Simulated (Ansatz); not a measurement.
# CH5FGe: the cost of one run

Method: RKS PBE-D4/def2-SVP, in Ansatz 0.2.0.

**1. Starting point**

Bond lengths: Ge1–F2 1.680 Å, Ge1–H3 1.550 Å, Ge1–H4 1.549 Å, Ge1–C5 1.959 Å, C5–H6 1.110 Å, C5–H7 1.110 Å, C5–H8 1.110 Å. Angles: F2–Ge1–H3 109.5°, F2–Ge1–H4 109.5°, F2–Ge1–C5 109.5°, H3–Ge1–H4 109.5°, H3–Ge1–C5 109.5°, H4–Ge1–C5 109.5°, Ge1–C5–H6 109.5°, Ge1–C5–H7 109.5°, Ge1–C5–H8 109.5°, H6–C5–H7 109.4°, H6–C5–H8 109.4°, H7–C5–H8 109.4°.

Structure file:

```xyz
8

Ge    0.0000    0.0000    0.0000
F     0.0000    0.0000    1.6800
H     1.4616    0.0000   -0.5162
H    -0.7300    1.2648   -0.5162
C    -0.9232   -1.5994   -0.6527
H    -1.4228   -2.1111    0.1962
H    -1.6833   -1.3066   -1.4068
H    -0.1873   -2.2880   -1.1178
```

**2. Relaxing the start**

The input, input.yaml:

```yaml
crystal:
  periodic: [false, false, false]
  atoms:
    - { symbol: Ge, position_ang: [0.0, 0.0, 0.0] }
    - { symbol: F, position_ang: [0.0, 0.0, 1.68] }
    - { symbol: H, position_ang: [1.4616, 0.0, -0.5162] }
    - { symbol: H, position_ang: [-0.73, 1.2648, -0.5162] }
    - { symbol: C, position_ang: [-0.9232, -1.5994, -0.6527] }
    - { symbol: H, position_ang: [-1.4228, -2.1111, 0.1962] }
    - { symbol: H, position_ang: [-1.6833, -1.3066, -1.4068] }
    - { symbol: H, position_ang: [-0.1873, -2.288, -1.1178] }
basis:
  gaussian: { orbitals: def2-SVP }
hamiltonian:
  xc: pbe
  dispersion: d4
relax:
  f_tol: 0.02
  max_steps: 40
```

On the command line:

```bash
$ ansatz run input.yaml --threads 2 --pin off --max-ram 3072MiB --backend cpu --events-out ev --progress --plain --runs-dir out
```

What time and memory should one allow on 2 threads of Arm Neoverse V2, shared host?

About 17 s, with a peak of 0.12 GiB.
